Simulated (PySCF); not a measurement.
**CrH₂⁺: doublet, from a bent start**

The task is one start of a wider search on CrH₂⁺: the doublet, from a bent start. It is relaxed, tested by its Hessian and followed downhill if it is a saddle.

Method: PBE0, basis Cr def2-TZVP, H def2-TZVP, no relativity, density fitting; program: PySCF 2.14.0.

**1. The starting structure**

3 atoms, charge 1, spin multiplicity 2.

Bond lengths: Cr1–H2 1.509 Å, Cr1–H3 1.509 Å. Angles: H2–Cr1–H3 110.0°.

Coordinates in bohr (charge 1 multiplicity 2):
```
Cr    0.0000    0.0000   -0.0611
H     2.3363    0.0000    1.5746
H    -2.3363    0.0000    1.5746
```

**2. Relaxation: bent start, doublet**

One driver script runs all steps and calls PySCF; scf.py shows how it sets up the SCF of each step. The optimiser is the driver's own. Before each start the driver seeks the lowest SCF state from one or more starting densities and follows internal instabilities, so scf.py alone need not reach the same state.

The program finds C2v symmetry in the start, which this walk keeps. The walk stops when the largest gradient is under 0.0003 Eh/bohr and the energy has settled too.

File scf.py:

```python
from pyscf import gto, scf, dft
mol = gto.M(atom='''
Cr     0.000000     0.000000    -0.032336
H      1.236300    -0.000000     0.833264
H     -1.236300     0.000000     0.833264''',
    basis={'Cr': 'def2-TZVP', 'H': 'def2-TZVP'},
    charge=1, spin=1)
mf = dft.UKS(mol, xc='PBE0')
mf.grids.atom_grid = (50, 194)
aux = {'Cr': 'def2-universal-JKFIT', 'H': 'def2-universal-JKFIT'}
mf = mf.density_fit(auxbasis=aux)
mf.kernel()
```

Energy and gradient, step by step:

```tsv
step	energy (Eh)	change (kJ/mol)	largest symmetric gradient (Eh/bohr)
0	-1045.008871	0.00	0.01641
1	-1045.009727	-2.25	0.00840
2	-1045.010078	-3.17	0.00076
3	-1045.010084	-3.18	0.00026
4	-1045.010086	-3.19	0.00040
5	-1045.010088	-3.20	0.00033
6	-1045.010089	-3.20	0.00013
```

The walk needed 4 s of wall time on 4 threads, shared host.

Positions (Å) and forces (eV/Å) along the way:

```
step 0
Cr   0.000   0.000  -0.032   0.000   0.000  -0.844
H    1.236   0.000   0.833   0.577   0.000   0.422
H   -1.236   0.000   0.833  -0.577   0.000   0.422
step 1
Cr   0.000   0.000  -0.042   0.000   0.000  -0.432
H    1.252   0.000   0.838   0.305   0.000   0.216
H   -1.252   0.000   0.838  -0.305   0.000   0.216
step 3
Cr   0.000   0.000  -0.052   0.000   0.000   0.013
H    1.274   0.000   0.843   0.009   0.000  -0.007
H   -1.274   0.000   0.843  -0.009   0.000  -0.007
step 6
Cr   0.000   0.000  -0.046   0.000   0.000   0.007
H    1.281   0.000   0.840  -0.004   0.000  -0.003
H   -1.281   0.000   0.840   0.004   0.000  -0.004
```

End point (C2v, 6 steps, 3.2 kJ/mol gained): Cr–H 1.558 Å (×2); H–Cr–H 110.7°.

**3. Hessian and properties**

On the finer grid the gradient is checked again; gradients at displacements of ±0.01 bohr then give force constants and infrared intensities.

Edit scf.py of step 2 so:

```diff
@@ -3,3 +3,3 @@
-Cr     0.000000     0.000000    -0.032336
-H      1.236300    -0.000000     0.833264
-H     -1.236300     0.000000     0.833264''',
+Cr    -0.000000     0.000000    -0.033067
+H      1.281213    -0.000000     0.853169
+H     -1.281213     0.000000     0.853169''',
@@ -9 +9 @@
-mf.grids.atom_grid = (50, 194)
+mf.grids.atom_grid = (75, 302)
```

This SCF starts from the last density.

SCF at the final geometry:

```text
init E= -1045.01012084689
[... the frontier-level lines of each cycle are left out ...]
cycle= 1 E= -1045.0101208463  delta_E= 5.89e-10  |g|= 5.37e-05  |ddm|= 3.81e-05
cycle= 2 E= -1045.01012084011  delta_E= 6.18e-09  |g|= 0.000148  |ddm|= 9.29e-05
cycle= 3 E= -1045.0101208474  delta_E= -7.29e-09  |g|= 4.93e-06  |ddm|= 6.88e-05
cycle= 4 E= -1045.01012084755  delta_E= -1.41e-10  |g|= 4.1e-06  |ddm|= 1.8e-05
cycle= 5 E= -1045.01012084794  delta_E= -3.9e-10  |g|= 3.02e-06  |ddm|= 6.47e-05
cycle= 6 E= -1045.01012084803  delta_E= -9.85e-11  |g|= 3e-06  |ddm|= 1.59e-05
Extra cycle  E= -1045.01012084809  delta_E= -5.39e-11  |g|= 3.01e-06  |ddm|= 9.72e-06
converged SCF energy = -1045.01012084809  <S^2> = 1.8081566  2S+1 = 2.8692554
```

The whole step took 8.8 s.

Geometry: C2v; Cr–H 1.558 Å (×2); H–Cr–H 110.7°.

Harmonic modes (main isotopes):

```json
{"ω (cm⁻¹)": "507", "IR (km/mol)": "39.4"}
{"ω (cm⁻¹)": "1899", "IR (km/mol)": "0.1"}
{"ω (cm⁻¹)": "1923", "IR (km/mol)": "12.2"}
```

All wavenumbers are real: a minimum.

Here the density breaks the symmetry of the frame, and no labels are given.

Constants and moments:

| Item | Value |
| --- | --- |
| Dipole moment about the centre of mass | 1.92 D |
| Highest occupied level | -14.82 eV |
| Lowest empty level | -10.56 eV |
| Rotational constants | 11.06, 5.095, 3.488 cm⁻¹ |
| Zero-point energy | 25.9 kJ/mol |
| Principal polarisabilities | 12.3, 19.6, 35.4 bohr³ |
| Principal traceless quadrupole moments about the centre of mass | -1.98, -0.01, 2.00 D Å |
| Entropy at 298.15 K and 1 bar (electronic part: spin only) | 223.1 J/(mol K) |
| Heat capacity Cp at 298.15 K | 38.6 J/(mol K) |
| Enthalpy at 298.15 K above 0 K | 10.50 kJ/mol |
| Rotational symmetry number | 2 |
| Spin squared ⟨S²⟩ | 1.808 |

Charges (e) and bond orders:

```json
{"atom": "Cr1", "Mulliken": "0.81", "Löwdin": "0.93", "polar tensor": "1.28", "spin (Mulliken)": "1.28", "Mayer order to Cr1": "–"}
{"atom": "H2,3", "Mulliken": "0.09", "Löwdin": "0.04", "polar tensor": "-0.14", "spin (Mulliken)": "-0.14", "Mayer order to Cr1": "0.97"}
```

Mulliken populations on Cr1: s 6.53, p 12.21, d 4.45, f 0.00.

**4. Summary of results**

| quantity | value |
| --- | --- |
| minimum | broken-symmetry (Ms = 1/2), C2v |
| geometry | Cr–H 1.558 Å (×2); H–Cr–H 110.7° |
| wavenumbers (cm⁻¹) | 507, 1899, 1923 |
| dipole moment (centre of mass) | 1.92 D |
| highest occupied, lowest empty level (either spin) | -14.82, -10.56 eV |
| polar-tensor charge of Cr1 | +1.28 e |
| zero-point energy | 25.9 kJ/mol |
| entropy at 298.15 K | 223.1 J/(mol K) |
| ⟨S²⟩ | 1.808 |

**Reading.** The bent start keeps its C2v symmetry and ends in a minimum. The determinant is spin-contaminated (⟨S²⟩ = 1.81 against 0.75), so it is no pure spin state. In the infrared the band at 507 cm⁻¹ (bend) leads. Other starts or spin states, not run here, may lie lower. The SCF density has lower symmetry than the nuclear frame. One determinant may miss the lowest occupation of an open d or f shell.

The search up to here took 31 s.
